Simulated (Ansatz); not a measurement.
I need a calculation of the elastic constants of MgRh, space group Pm-3m. Use the Ansatz DFT code, driven from Python. Settings: r2SCAN, PAW, the default cutoff (500 eV here), 14×14×14 k-points, Fermi-Dirac smearing of 0.1 eV.

```xyz
2
Lattice="3.0992 0.0000 0.0000 0.0000 3.0992 0.0000 0.0000 0.0000 3.0992" Properties=species:S:1:pos:R:3 pbc="T T T"
Mg    0.0000    0.0000    0.0000
Rh    1.5496    1.5496    1.5496
```

The script, `elastic_mgrh.py`:
```python
from dataclasses import dataclass

import ansatz as az
import numpy as np


@dataclass
class Settings:
    smearing: str = 'Fermi-Dirac'
    sigma: float = 0.1
    kgrid: tuple[int, ...] = (14, 14, 14)


opts = Settings()


def main() -> None:
    cell = (
        az.Lattice.of((3.0992, 0.0, 0.0), (0.0, 3.0992, 0.0), (0.0, 0.0, 3.0992))
        .atom('Mg', (0.0, 0.0, 0.0))
        .atom('Rh', (0.5, 0.5, 0.5))
    )

    calculation = (
        cell.calculation()
        .functional(az.Functional.R2SCAN)
        .occupations(opts.smearing, width=opts.sigma)
        .kpoints(*opts.kgrid)
    )
    result = calculation.elastic('relaxed-ion', amplitude=0.003).run()
    elastic = result.elastic

    print(np.array2string(np.round(elastic.c_gpa, 1) + 0.0, suppress_small=True))
    print('Voigt stress of the unstrained cell (GPa, tension positive):', np.round(elastic.sigma0_gpa, 3) + 0.0)
    print('smallest eigenvalue of C:', round(elastic.stability.min_eigenvalue_gpa, 1), 'GPa; stable:', elastic.stability.stable)
    if elastic.stability.min_eigenvalue_gpa > 0:
        m = elastic.moduli
        print(f'K = {m.k_hill_gpa:.1f}, G = {m.g_hill_gpa:.1f}, E = {m.youngs_gpa:.1f} GPa, Poisson ratio {m.poisson:.3f}, K/G = {m.k_hill_gpa / m.g_hill_gpa:.2f}')


if __name__ == '__main__':
    main()
```

```console
$ python elastic_mgrh.py
DeckWarning: basis.ecutwfc = 500 eV, auto-derived from the records' recommended cutoffs: set by Mg (their level for a meta-GGA)
[[183.4  92.3  92.3   0.    0.    0. ]
 [ 92.3 183.4  92.3   0.    0.    0. ]
 [ 92.3  92.3 183.4   0.    0.    0. ]
 [  0.    0.    0.   76.5   0.    0. ]
 [  0.    0.    0.    0.   76.5   0. ]
 [  0.    0.    0.    0.    0.   76.5]]
Voigt stress of the unstrained cell (GPa, tension positive): [0.97 0.97 0.97 0.   0.   0.  ]
smallest eigenvalue of C: 76.5 GPa; stable: True
K = 122.7, G = 62.1, E = 159.5 GPa, Poisson ratio 0.283, K/G = 1.97
```
(Warnings from the package without file and line.)

The cell isn't relaxed first, so the values belong to this volume. A positive definite tensor excludes instabilities under uniform strain alone; phonons elsewhere in the zone can still be imaginary. The structure is a deposited one; some such entries were measured under pressure or heat, so a shift against it needn't be the functional's error alone. Shear constants of a metal converge slowly with the k-point mesh and can be wrong in sign on a coarse one; the constants belong to the cell that was strained. Run time: 3.4 min on 1 thread of Intel(R) Xeon(R) Processor @ 2.30GHz, with other jobs on the host, peak memory 0.86 GiB.
